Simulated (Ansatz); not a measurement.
# Ti2Si3: the cost of one run

Program: Ansatz 0.2.0. Level of theory: DFT PBE, scalar-relativistic, plane waves, PAW. These are calculated values, not measurements.

1 further run of the same task is left out (it didn't finish).

### 1 Starting point

The structure is tetragonal, space group P4mm (No. 99). The conventional cell has a = 4.179 Å, b = 4.179 Å, c = 5.239 Å, α = 90.00°, β = 90.00°, γ = 90.00°. Around Ti (site symmetry 2mm) lie 3 Si at 2.20 to 2.34 Å. Si (site symmetry 4mm) has 4 Ti at 2.34 Å as nearest neighbours. Si (site symmetry 2mm) is surrounded by 1 Ti at 2.20 Å.

Structure file:

```xyz
5
Lattice="4.1791 0.0000 0.0000 0.0000 4.1791 0.0000 0.0000 0.0000 5.2385" Properties=species:S:1:pos:R:3 pbc="T T T"
Ti    0.0000    2.0895    0.8144
Ti    2.0895    0.0000    0.8144
Si    0.0000    0.0000    1.8632
Si    0.0000    2.0895    3.8522
Si    2.0895    0.0000    3.8522
```

Recipe of the guess: random cell by space group and Wyckoff sites (P4mm, No. 99). Its size is a rough estimate.

### 2 A first look at the guess

File input.yaml:

```yaml
crystal:
  lattice:
    - [4.17905371, 0.0, 0.0]
    - [0.0, 4.17905371, 0.0]
    - [0.0, 0.0, 5.23854159]
  atoms:
    - { symbol: Ti, position: [0.0, 0.5, 0.15546914] }
    - { symbol: Ti, position: [0.5, 0.0, 0.15546914] }
    - { symbol: Si, position: [0.0, 0.0, 0.35567994] }
    - { symbol: Si, position: [0.0, 0.5, 0.73535699] }
    - { symbol: Si, position: [0.5, 0.0, 0.73535699] }
basis:
  ecutwfc: 420
kpoints:
  mp_grid: { grid: [4, 4, 4] }
hamiltonian:
  xc: pbe
scf:
  occupations: { method: gaussian, width: 0.1 }
  lower_state_search: "off"
output:
  forces: true
  stress: true
  eigenvalues: true
```

Started as:

```bash
$ ansatz run input.yaml --threads 1 --pin off --max-ram 2560MiB --backend cpu --events-out ev --progress --plain --runs-dir out
```

What time and memory should one allow on 1 thread of Intel Xeon at 2.50GHz (Skylake/Cascade Lake), shared host?

About 6.5 s, with a peak of 0.34 GiB.
